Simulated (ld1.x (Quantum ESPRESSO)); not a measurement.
# Pseudopotential generation for indium: TM, PBE

Do these settings give a usable potential? It is generated, then checked for transferability, scattering, ghosts and hardness.

Program: ld1.x (Quantum ESPRESSO) 7.5. Reference atom: PBE, scalar-relativistic, spherical and spin-unpolarised. All values are calculated.

### 1 The atom and the settings

Typed settings, in words:

```json
{
  "element": "indium (In, Z = 49)",
  "type": "norm-conserving Troullier–Martins (Kleinman–Bylander form)",
  "frozen core": "[Kr]",
  "valence charge": "13",
  "reference configuration": "4d10 5s2 5p1",
  "partial waves": "5s (bound): rc 2.15 bohr; 5p (bound): rc 2.35 bohr; 4f channel at -0.2 Ry: rc 2.25 bohr; 4d (bound): rc 1.15 bohr",
  "local potential": "the d channel",
  "core correction": "not asked for"
}
```

The outer shells as boxes (Hund's rule for the drawing; the calculation is spin-unpolarised):

```
[Kr] core
4d [↑↓][↑↓][↑↓][↑↓][↑↓]
5s [↑↓]
5p [↑ ][  ][  ]
```

The nodes and maxima of the atom's own shells, from an earlier all-electron run, set the scale for the radii.

All-electron outer shells of the reference configuration (PBE, scalar-relativistic, ld1.x):

```csv
shell,level (eV),outermost node (bohr),outermost maximum (bohr)
4s,-119.66,0.41,0.77
4p,-78.13,0.42,0.82
4d,-18.62,0.40,0.94
5s,-8.21,1.02,2.16
5p,-2.52,1.14,2.85
```

### 2 The generation run

File In.in:

```
 &input
   title='In', zed=49., rel=1, dft='PBE', iswitch=3,
   config='[Kr] 4d10 4f-2 5s2 5p1',
   nld=4, rlderiv=2.55, eminld=-3.0, emaxld=5.0, deld=0.02
 /
 &inputp
   pseudotype=2, tm=.true., lloc=2,
   nlcc=.false.,
   file_pseudopw='In.UPF', file_wfcaegen='ae.wfc', file_wfcncgen='nc.wfc', file_beta='beta', file_chi='chi'
 /
4
5S  1  0   2.00   0.00  2.15  2.15  0.0
5P  2  1   1.00   0.00  2.35  2.35  0.0
4F  4  3  -2.00  -0.20  2.25  2.25  0.0
4D  3  2  10.00   0.00  1.15  1.15  0.0
 &test
   configts(1)='4d10 5s2 5p1'
 /
```

Started as:

```bash
$ ld1.x < In.in > In.out
```

What the program wrote to In.out (without the banner and most projector matrices):

```text
     Program LD1 v.7.5
     --------------------------- All-electron run ----------------------------

     In
     scalar relativistic calculation

     atomic number is 49.00
     dft =PBE   lsd =0 sic =0 latt =0  beta=0.20 tr2=1.0E-14
     Exchange-correlation= PBE
                           (   1   4   3   4   0   0   0)
     mesh =1241 r(mesh) = 100.30140 a.u. xmin = -7.00 dx = 0.01250
     1 Ry =  13.60569312 eV, c = 137.03599908

     n l     nl                  e(Ry)          e(Ha)          e(eV)
     1 0     1S 1( 2.00)     -2039.9100     -1019.9550    -27754.3892
     2 0     2S 1( 2.00)      -305.4337      -152.7169     -4155.6374
     2 1     2P 1( 6.00)      -274.1375      -137.0687     -3729.8300
     3 0     3S 1( 2.00)       -57.9587       -28.9793      -788.5681
     3 1     3P 1( 6.00)       -47.7106       -23.8553      -649.1352
     4 0     4S 1( 2.00)        -8.7948        -4.3974      -119.6592
     4 1     4P 1( 6.00)        -5.7424        -2.8712       -78.1300
     3 2     3D 1(10.00)       -31.8038       -15.9019      -432.7123
     4 2     4D 1(10.00)        -1.3688        -0.6844       -18.6233
     5 0     5S 1( 2.00)        -0.6035        -0.3017        -8.2110
     5 1     5P 1( 1.00)        -0.1851        -0.0926        -2.5185

     final scf error:  6.5E-15 reached in  26 iterations

     Etot =  -11763.278081 Ry,   -5881.639040 Ha, -160047.551690 eV

     Ekin =   12261.098761 Ry,    6130.549381 Ha,  166820.747093 eV
     Encl =  -28443.021702 Ry,  -14221.510851 Ha, -386987.024767 eV
     Eh   =    4737.642377 Ry,    2368.821188 Ha,   64458.908302 eV
     Exc  =    -318.997517 Ry,    -159.498758 Ha,   -4340.182318 eV

     normalization and overlap integrals

     s(1S/1S) =  1.000000  <r> =   0.0297  <r2> =    0.0012  r(max) =   0.0192
     s(2S/2S) =  1.000000  <r> =   0.1285  <r2> =    0.0195  r(max) =   0.1090
     s(2P/2P) =  1.000000  <r> =   0.1122  <r2> =    0.0154  r(max) =   0.0870
     s(3S/3S) =  1.000000  <r> =   0.3486  <r2> =    0.1390  r(max) =   0.3153
     s(3P/3P) =  1.000000  <r> =   0.3471  <r2> =    0.1399  r(max) =   0.3075
     s(4S/4S) =  1.000000  <r> =   0.8480  <r2> =    0.8143  r(max) =   0.7658
     s(4P/4P) =  1.000000  <r> =   0.9218  <r2> =    0.9725  r(max) =   0.8152
     s(3D/3D) =  1.000000  <r> =   0.3243  <r2> =    0.1250  r(max) =   0.2581
     s(4D/4D) =  1.000000  <r> =   1.1828  <r2> =    1.6828  r(max) =   0.9354
     s(5S/5S) =  1.000000  <r> =   2.6097  <r2> =    7.8334  r(max) =   2.1612
     s(5P/5P) =  1.000000  <r> =   3.7447  <r2> =   16.6771  r(max) =   2.8453

     ------------------------ End of All-electron run ------------------------

     --------------------- Generating NC pseudopotential ---------------------

      Generating local pot.: lloc=2, matching radius rcloc =   1.1500

      Wfc   5S  rcut= 2.134  Using Troullier-Martins method

      Wfc   5P  rcut= 2.359  Using Troullier-Martins method

      Wfc   4F  rcut= 2.244  Using Troullier-Martins method

     ------------------- End of pseudopotential generation -------------------

     [... the all-electron block is printed once more ...]


     Computing logarithmic derivative in   2.55857
     Computing logarithmic derivative in   2.55857
     Computing the partial wave expansion
     R is outside the sphere for l=    0 j= 0.00
     R is outside the sphere for l=    1 j= 0.00
       no projector for channel:   2
     R is outside the sphere for l=    3 j= 0.00

     ---------------------- Testing the pseudopotential ----------------------

     In
     scalar relativistic calculation

     atomic number is 49.00   valence charge is 13.00
     dft =PBE   lsd =0 sic =0 latt =0  beta=0.20 tr2=1.0E-14
     mesh =1241 r(mesh) = 100.30140 xmin = -7.00 dx = 0.01250

     n l     nl             e AE (Ry)        e PS (Ry)    De AE-PS (Ry)
     3 2     4D   1(10.00)       -1.36879       -1.36879        0.00001
     1 0     5S   1( 2.00)       -0.60349       -0.60350        0.00000
     2 1     5P   1( 1.00)       -0.18511       -0.18511       -0.00000

     eps = 2.1E-15  iter = 26

     Etot =  -11763.278081 Ry,   -5881.639040 Ha, -160047.551690 eV
     Etotps =  -112.977816 Ry,     -56.488908 Ha,   -1537.141489 eV

     Ekin =      90.153084 Ry,      45.076542 Ha,    1226.595194 eV
     Encl =    -292.324433 Ry,    -146.162216 Ha,   -3977.276526 eV
     Ehrt =     102.281368 Ry,      51.140684 Ha,    1391.608908 eV
     Ecxc =     -14.674740 Ry,      -7.337370 Ha,    -199.660010 eV
     Epseu=       1.586905 Ry,       0.793453 Ha,      21.590944 eV

     ---------------------- End of pseudopotential test ----------------------
```

Wall time 1.6 s (1 thread of Neoverse-V2, shared host). (Generation and the later configuration tests together.)

All-electron and pseudo partial waves u(r) = r·R(r), from the program's wave files:

| r (bohr) | 5s AE | 5s PS | 4d AE | 4d PS |
| --- | --- | --- | --- | --- |
| 0.118 | -0.0907 | 0.0138 | -0.3409 | 0.0119 |
| 0.235 | 0.1988 | 0.0286 | -0.4965 | 0.0861 |
| 0.353 | 0.0996 | 0.0455 | -0.1814 | 0.2496 |
| 0.470 | -0.1414 | 0.0656 | 0.2547 | 0.4736 |
| 0.588 | -0.2964 | 0.0904 | 0.6177 | 0.7015 |
| 0.705 | -0.3180 | 0.1211 | 0.8491 | 0.8738 |
| 0.822 | -0.2401 | 0.1592 | 0.9634 | 0.9687 |
| 0.940 | -0.1068 | 0.2062 | 0.9918 | 0.9924 |
| 1.058 | 0.0449 | 0.2621 | 0.9646 | 0.9646 |
| 1.175 | 0.1910 | 0.3255 | 0.9062 | 0.9062 |
| 1.292 | 0.3212 | 0.3943 | 0.8325 | 0.8325 |
| 1.410 | 0.4314 | 0.4650 | 0.7527 | 0.7527 |
| 1.528 | 0.5195 | 0.5319 | 0.6736 | 0.6736 |
| 1.645 | 0.5862 | 0.5896 | 0.5990 | 0.5990 |
| 1.763 | 0.6349 | 0.6354 | 0.5294 | 0.5294 |
| 1.880 | 0.6673 | 0.6673 | 0.4667 | 0.4667 |
| 1.998 | 0.6864 | 0.6864 | 0.4099 | 0.4099 |
| 2.115 | 0.6942 | 0.6942 | 0.3597 | 0.3597 |
| 2.232 | 0.6929 | 0.6929 | 0.3152 | 0.3152 |
| 2.350 | 0.6843 | 0.6843 | 0.2756 | 0.2756 |
| 2.468 | 0.6699 | 0.6699 | 0.2408 | 0.2408 |
| 2.585 | 0.6512 | 0.6512 | 0.2105 | 0.2105 |
| 2.702 | 0.6291 | 0.6291 | 0.1839 | 0.1839 |
| 2.820 | 0.6044 | 0.6044 | 0.1604 | 0.1604 |
| 2.938 | 0.5780 | 0.5780 | 0.1399 | 0.1399 |
| 3.055 | 0.5508 | 0.5508 | 0.1221 | 0.1221 |

### 3 Testing the new file in other configurations

File In.test.in:

```
 &input
   title='In', zed=49., rel=1, dft='PBE', iswitch=2,
   config='[Kr] 4d10 4f-2 5s2 5p1'
 /
 &test
   file_pseudo='In.UPF', nconf=8,
   configts(1)='4d10 5s2 5p1',
   configts(2)='4d10 5s2 5p0',
   configts(3)='4d10 5s1 5p0',
   configts(4)='4d10 5s0 5p0',
   configts(5)='4d9 5s2 5p1',
   configts(6)='4d9 5s2 5p2',
   configts(7)='4d10 5s2 5p0.5',
   configts(8)='4d10 5s1 5p2'
 /
```

Started as:

```bash
$ ld1.x < In.test.in > In.test.out
```

In.test.out, the pseudopotential blocks, each with the warnings that came before it:

```text
     ---------------------- Testing the pseudopotential ----------------------

     In
     scalar relativistic calculation

     atomic number is 49.00   valence charge is 13.00
     dft =PBE   lsd =0 sic =0 latt =0  beta=0.20 tr2=1.0E-14
     mesh =1241 r(mesh) = 100.30140 xmin = -7.00 dx = 0.01250

     n l     nl             e AE (Ry)        e PS (Ry)    De AE-PS (Ry)
     3 2     4D   1(10.00)       -1.36879       -1.36879        0.00001
     1 0     5S   1( 2.00)       -0.60349       -0.60350        0.00000
     2 1     5P   1( 1.00)       -0.18511       -0.18511       -0.00000

     eps = 8.3E-15  iter = 26

     Etot =  -11763.278081 Ry,   -5881.639040 Ha, -160047.551690 eV
     Etotps =  -112.977815 Ry,     -56.488908 Ha,   -1537.141487 eV

     Ekin =      90.153084 Ry,      45.076542 Ha,    1226.595198 eV
     Encl =    -292.324433 Ry,    -146.162216 Ha,   -3977.276527 eV
     Ehrt =     102.281368 Ry,      51.140684 Ha,    1391.608908 eV
     Ecxc =     -14.674740 Ry,      -7.337370 Ha,    -199.660010 eV
     Epseu=       1.586905 Ry,       0.793453 Ha,      21.590944 eV

     ---------------------- End of pseudopotential test ----------------------

     ---------------------- Testing the pseudopotential ----------------------

     In
     [...]
     n l     nl             e AE (Ry)        e PS (Ry)    De AE-PS (Ry)
     3 2     4D   1(10.00)       -1.91631       -1.91323       -0.00308
     1 0     5S   1( 2.00)       -1.09694       -1.09654       -0.00040
     2 1     5P   1( 0.00)       -0.61969       -0.61944       -0.00025

     eps = 9.3E-15  iter = 34

     Etot =  -11762.883901 Ry,   -5881.441951 Ha, -160042.188603 eV
     Etotps =  -112.583626 Ry,     -56.291813 Ha,   -1531.778269 eV
     dEtot_ae =       0.394180 Ry
     dEtot_ps =       0.394189 Ry,   Delta E=      -0.000010 Ry

     [...]
     ---------------------- End of pseudopotential test ----------------------

     ---------------------- Testing the pseudopotential ----------------------

     In
     [...]
     n l     nl             e AE (Ry)        e PS (Ry)    De AE-PS (Ry)
     3 2     4D   1(10.00)       -2.68486       -2.67599       -0.00888  !
     1 0     5S   1( 1.00)       -1.73982       -1.73740       -0.00242
     2 1     5P   1( 0.00)       -1.19185       -1.19005       -0.00179

     eps = 7.5E-15  iter = 30

     Etot =  -11761.470178 Ry,   -5880.735089 Ha, -160022.953921 eV
     Etotps =  -111.170902 Ry,     -55.585451 Ha,   -1512.557172 eV
     dEtot_ae =       1.807903 Ry
     dEtot_ps =       1.806914 Ry,   Delta E=       0.000989 Ry

     [...]
     ---------------------- End of pseudopotential test ----------------------

     Warning: n=2, l=1 expected 0 nodes, found 1
     ---------------------- Testing the pseudopotential ----------------------

     In
     [...]
     n l     nl             e AE (Ry)        e PS (Ry)    De AE-PS (Ry)
     3 2     4D   1(10.00)       -3.51966       -3.50362       -0.01604  !
     1 0     5S   1( 0.00)       -2.43012       -2.42373       -0.00640  !
     2 1     5P   1( 0.00)       -1.81351       -1.98739        0.17389  !

     eps = 2.3E-16  iter = 12

     Etot =  -11759.388675 Ry,   -5879.694338 Ha, -159994.633626 eV
     Etotps =  -109.093351 Ry,     -54.546675 Ha,   -1484.290654 eV
     dEtot_ae =       3.889406 Ry
     dEtot_ps =       3.884465 Ry,   Delta E=       0.004941 Ry

     [...]
     ---------------------- End of pseudopotential test ----------------------

     BEWARE! Errors in PS-KS equations
     Warning: n=1, l=0 expected 0 nodes, found 1
     ---------------------- Testing the pseudopotential ----------------------

     In
     [...]
     n l     nl             e AE (Ry)        e PS (Ry)    De AE-PS (Ry)
     3 2     4D   1( 9.00)       -2.35305       -3.03574        0.68269  !
     1 0     5S   1( 2.00)       -1.27855       -1.86813        0.58959  !
     2 1     5P   1( 1.00)       -0.74467       -0.74467        0.00000

     eps = 8.0E-15  iter = 49

     Etot =  -11761.432155 Ry,   -5880.716077 Ha, -160022.436583 eV
     Etotps =  -110.863681 Ry,     -55.431841 Ha,   -1508.377224 eV
     dEtot_ae =       1.845926 Ry
     dEtot_ps =       2.114134 Ry,   Delta E=      -0.268208 Ry

     [...]
     ---------------------- End of pseudopotential test ----------------------

     BEWARE! Errors in PS-KS equations
     ---------------------- Testing the pseudopotential ----------------------

     In
     [...]
     n l     nl             e AE (Ry)        e PS (Ry)    De AE-PS (Ry)
     3 2     4D   1( 9.00)       -1.77783       -3.03574        1.25791  !
     1 0     5S   1( 2.00)       -0.75443       -1.86813        1.11370  !
     2 1     5P   1( 2.00)       -0.27030       -0.27892        0.00862  !

     eps = 4.5E-15  iter = 35

     Etot =  -11761.932561 Ry,   -5880.966280 Ha, -160029.244958 eV
     Etotps =  -110.676848 Ry,     -55.338424 Ha,   -1505.835234 eV
     dEtot_ae =       1.345520 Ry
     dEtot_ps =       2.300967 Ry,   Delta E=      -0.955447 Ry

     [...]
     ---------------------- End of pseudopotential test ----------------------

     ---------------------- Testing the pseudopotential ----------------------

     In
     [...]
     n l     nl             e AE (Ry)        e PS (Ry)    De AE-PS (Ry)
     3 2     4D   1(10.00)       -1.62509       -1.62392       -0.00117
     1 0     5S   1( 2.00)       -0.83741       -0.83728       -0.00013
     2 1     5P   1( 0.50)       -0.39025       -0.39017       -0.00007

     eps = 2.0E-15  iter = 21

     Etot =  -11763.135469 Ry,   -5881.567734 Ha, -160045.611355 eV
     Etotps =  -112.835181 Ry,     -56.417591 Ha,   -1535.200850 eV
     dEtot_ae =       0.142612 Ry
     dEtot_ps =       0.142634 Ry,   Delta E=      -0.000022 Ry

     [...]
     ---------------------- End of pseudopotential test ----------------------

     ---------------------- Testing the pseudopotential ----------------------

     In
     [...]
     n l     nl             e AE (Ry)        e PS (Ry)    De AE-PS (Ry)
     3 2     4D   1(10.00)       -1.48767       -1.48740       -0.00027
     1 0     5S   1( 1.00)       -0.67620       -0.67594       -0.00025
     2 1     5P   1( 2.00)       -0.23658       -0.23648       -0.00010

     eps = 6.6E-15  iter = 31

     Etot =  -11762.848787 Ry,   -5881.424393 Ha, -160041.710847 eV
     Etotps =  -112.548543 Ry,     -56.274272 Ha,   -1531.300939 eV
     dEtot_ae =       0.429294 Ry
     dEtot_ps =       0.429272 Ry,   Delta E=       0.000022 Ry

     [...]
     ---------------------- End of pseudopotential test ----------------------
```

2 tests gave no usable energy difference (4d9 5s2 5p1; 4d9 5s2 5p2).

The tests as a table, with energies relative to 4d10 5s2 5p1. A star marks tests that logged a warning.

| valence configuration | charge | ΔE all-electron (eV) | error AE − PS (meV) |
| --- | --- | --- | --- |
| 4d10 5s2 5p0 | +1 | 5.363 | -0.1 |
| 4d10 5s1 5p0 | +2 | 24.598 | +13 |
| 4d10 5s0 5p0 * | +3 | 52.918 | +67 |
| 4d10 5s2 5p0.5 | +0.5 | 1.940 | -0.3 |
| 4d10 5s1 5p2 | 0 | 5.841 | +0.3 |

### 4 Scattering by logarithmic derivatives

Taken from the files of the generation run. The phase is arctan(r·u′/u) with u = r·R, unwrapped, with energies in Ry. A pole is an energy at which the radial function vanishes at the test radius. The pseudo phase is shifted by a multiple of π to meet the all-electron one at the reference energy. Levels narrower than the energy grid can be missing from the poles. The last column is the largest difference on the grid between −1 and +1 Ry.

```tsv
channel	radius (bohr)	reference (Ry)	poles AE	poles PS	window around the reference with phases within 0.05 rad (Ry)	largest difference near zero (rad)
s	2.56	-0.60	1.19	1.09	below 2.3	0.010
p	2.56	-0.19	2.49	2.34	below 3.8	0.007
d	2.56	-1.37	-1.24, 4.85	-1.24, 4.84	the whole range	0.001
f	2.56	-0.20	3.17	3.42	below 1.7	0.001
```

Phases (rad) along the scan:

| E (Ry) | s AE | s PS | p AE | p PS |
| --- | --- | --- | --- | --- |
| -3.00 | 1.279 | 1.277 | 1.317 | 1.317 |
| -2.52 | 1.230 | 1.228 | 1.288 | 1.286 |
| -2.04 | 1.148 | 1.146 | 1.246 | 1.244 |
| -1.56 | 0.986 | 0.983 | 1.182 | 1.180 |
| -1.08 | 0.541 | 0.538 | 1.071 | 1.070 |
| -0.60 | -0.578 | -0.578 | 0.838 | 0.837 |
| -0.12 | -1.206 | -1.208 | 0.213 | 0.213 |
| 0.36 | -1.418 | -1.424 | -0.766 | -0.770 |
| 0.84 | -1.521 | -1.531 | -1.212 | -1.219 |
| 1.32 | -1.587 | -1.603 | -1.392 | -1.400 |
| 1.80 | -1.637 | -1.664 | -1.487 | -1.498 |
| 2.28 | -1.682 | -1.732 | -1.549 | -1.564 |
| 2.76 | -1.730 | -1.837 | -1.596 | -1.617 |
| 3.24 | -1.787 | -2.096 | -1.637 | -1.667 |
| 3.72 | -1.868 | -3.426 | -1.676 | -1.723 |
| 4.20 | -2.004 | -4.389 | -1.720 | -1.800 |
| 4.68 | -2.295 | -4.588 | -1.774 | -1.938 |

### 5 Cutoff and ghost test in a Bessel basis

A separate test, outside the generator: the pseudo-atom's Hamiltonian at the reference potential is diagonalised in spherical Bessel functions j_l(qr) that vanish at 20 bohr, with q² up to the cutoff.

All-electron valence levels (Ry): 5s -0.6035, 5p -0.1851, 4d -1.3688. The lowest levels of each channel (Ry) by cutoff; the last column sums, over occupied levels, occupation times the distance from the level at 400 Ry. A positive value at high cutoff is not a bound level.

| cutoff (Ry) | s #1 | s #2 | p #1 | p #2 | f #1 | d #1 | Σ f·Δε (mRy) |
| --- | --- | --- | --- | --- | --- | --- | --- |
| 8 | -2.5692 | -0.5958 | -0.1836 | 0.0239 | 0.0989 | 0.0175 | 13879.5 |
| 18 | -9.8510 | -0.6009 | -0.2864 | -0.1827 | 0.0989 | -0.3870 | 9825.6 |
| 35 | -12.8126 | -0.6034 | -3.5735 | -0.1851 | 0.0989 | -1.0482 | 3205.9 |
| 60 | -13.2209 | -0.6035 | -4.3253 | -0.1851 | 0.0989 | -1.3407 | 280.5 |
| 90 | -13.2307 | -0.6035 | -4.3896 | -0.1851 | 0.0989 | -1.3681 | 7.1 |
| 100 | -13.2309 | -0.6035 | -4.3901 | -0.1851 | 0.0989 | -1.3686 | 2.1 |
| 120 | -13.2318 | -0.6035 | -4.3902 | -0.1851 | 0.0989 | -1.3687 | 1.0 |
| 160 | -13.2325 | -0.6035 | -4.3906 | -0.1851 | 0.0989 | -1.3687 | 0.4 |
| 400 | -13.2326 | -0.6035 | -4.3908 | -0.1851 | 0.0989 | -1.3688 | 0.0 |

The sum stays within 10 mRy from 90 Ry and within 1 mRy from 120 Ry. The sum leaves out empty levels, which can need more. Ghost test: ghost states, bound below the all-electron valence or empty levels of the same l: s at -180.0 eV, p at -59.7 eV.

### 6 Summary of results

| quantity | value |
| --- | --- |
| cutoffs for 10 and 1 mRy, occupied levels | 90 Ry and 120 Ry |
| bound ghosts | s at -180.04 eV, p at -59.74 eV |
| largest test error (AE − PS) | +67 meV, for 4d10 5s0 5p0 (one of 3 tests with a warning) (2 tests unsolved) |
| largest phase difference near zero energy, channels read | 0.010 rad |

What this shows: A bound ghost (s, p) makes it unfit for use: electrons can fall into a state that the atom doesn't have. By total energies transferability is fair where solved: the largest error is 67 meV on 52.9 eV, for 4d10 5s0 5p0. That test lies far up in energy; among those under 40 eV, nearer to bonding, the largest error is 13 meV. Of the tests 2 gave no usable energy difference, which is a warning in itself. By its cutoff, 90 Ry for the looser tolerance, it is hard. The slowest occupied level is 4d: taken alone it needs 90 Ry to come within 1 mRy, against 25 Ry for 5s. Near zero energy the phases of the channels with partial waves agree within 0.010 rad. These are tests on the free atom; a crystal test is still owed.
